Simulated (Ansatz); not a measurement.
**CH6GeOS: one species, many methods**

How much do the methods differ for CH6GeOS? The plan is to run it at one geometry with functionals of several rungs and with coupled cluster. The yardstick is the atomisation energy at the CCSD(T) limit.

The runs use Ansatz 0.2.0, Gaussian basis; functionals in def2-TZVPP, the program's frozen cores in correlated methods.

The runs, in order: PBE-D4, r2SCAN-D4, PBE0-D4, B3LYP-D4, ωB97X-V, ωB97M-V, B2PLYP; CCSD(T)/def2-TZVPP; MP2/def2-QZVPP; extrapolation to the limit.

## 1. The geometry

The geometry comes from an earlier relaxation with PBE0-D4 in a triple-zeta def2 set; it is a stationary point, not always the lowest conformer.

SMILES `C[O][GeH2][SH]`, 10 atoms, charge 0, spin multiplicity 1.

Atoms are counted from 1 here; the program's logs count them from 0.

Bond lengths: C1–O2 1.409 Å, C1–H5 1.098 Å, C1–H6 1.092 Å, C1–H7 1.096 Å, O2–Ge3 1.773 Å, Ge3–S4 2.220 Å, Ge3–H8 1.538 Å, Ge3–H9 1.530 Å, S4–H10 1.343 Å. Angles: O2–C1–H5 111.9°, O2–C1–H6 107.9°, O2–C1–H7 111.9°, H5–C1–H6 108.2°, H5–C1–H7 108.4°, H6–C1–H7 108.5°, C1–O2–Ge3 118.8°, O2–Ge3–S4 111.0°, O2–Ge3–H8 110.1°, O2–Ge3–H9 104.0°, S4–Ge3–H8 104.9°, S4–Ge3–H9 112.0°, H8–Ge3–H9 115.0°, Ge3–S4–H10 94.0°.

## 2. PBE-D4 (GGA)

File in.yaml:

```yaml
crystal:
  periodic: [false, false, false]
  atoms:
    - {symbol: C, position_ang: [-0.444980, -1.296940, -0.808780]}
    - {symbol: O, position_ang: [-0.075118, 0.042532, -1.042432]}
    - {symbol: Ge, position_ang: [0.796491, 0.922864, 0.226647]}
    - {symbol: S, position_ang: [-0.397853, 1.012242, 2.095489]}
    - {symbol: H, position_ang: [0.429115, -1.942308, -0.650551]}
    - {symbol: H, position_ang: [-0.978833, -1.655641, -1.691376]}
    - {symbol: H, position_ang: [-1.106730, -1.392718, 0.060161]}
    - {symbol: H, position_ang: [2.078120, 0.163941, 0.610784]}
    - {symbol: H, position_ang: [1.023254, 2.311098, -0.374975]}
    - {symbol: H, position_ang: [-1.323476, 1.834911, 1.575033]}
basis:
  gaussian: {orbitals: def2-TZVPP}
hamiltonian: {xc: pbe, dispersion: d4}
output: {forces: true, orbitals: {seedname: orbitals}}
```

Command:

```
> ansatz run in.yaml --threads 2 --pin off --events-out ev --progress --plain --max-ram 22528MiB --backend cpu
```

Further steps of the session: r2SCAN-D4 (meta-GGA); PBE0-D4 (hybrid); B3LYP-D4 (hybrid); ωB97X-V (range-separated); ωB97M-V (range-separated); B2PLYP (double hybrid); CCSD(T) in def2-TZVPP; MP2 in def2-QZVPP.

**Question.** What will the summary of the whole plan be? Wanted: atomisation energy, CCSD(T)/CBS; farthest; mean size of error, hybrid; mean size of error, range-separated; gap, smallest and largest; T1 diagnostic; triples share of the correlation energy.

**Answer**, as computed:

| quantity | value |
| --- | --- |
| atomisation energy, CCSD(T)/CBS | 3291.5 kJ/mol |
| functionals within 32.9 kJ/mol (1.0 %) | PBE-D4, r2SCAN-D4, PBE0-D4, B3LYP-D4, ωB97X-V, ωB97M-V |
| farthest | B2PLYP (-57.2 kJ/mol) |
| mean size of error, hybrid | 29.2 kJ/mol |
| mean size of error, range-separated | 9.0 kJ/mol |
| gap, smallest and largest | 5.54 eV (PBE-D4), 12.29 eV (ωB97X-V) |
| T1 diagnostic | 0.0117 |
| triples share of the correlation energy | 3.8 % |

**Reading.** PBE-D4 is off by +23.1 kJ/mol. Double hybrids carry the basis error of their MP2 part in triple zeta, and no dispersion term here, so their miss is partly the set-up's. The reference freezes the cores and leaves out relativity and excitations past (T), and its outer-core shells are covered unevenly, so misses under about 32.9 kJ/mol can't be ranked. Hartree-Fock recovers 71 % of the binding; the rest is correlation. Orbital gaps span 5.5 to 12.3 eV; exact exchange widens them. Correlated methods include outer-core shells of Ge, which these sets cover unevenly.
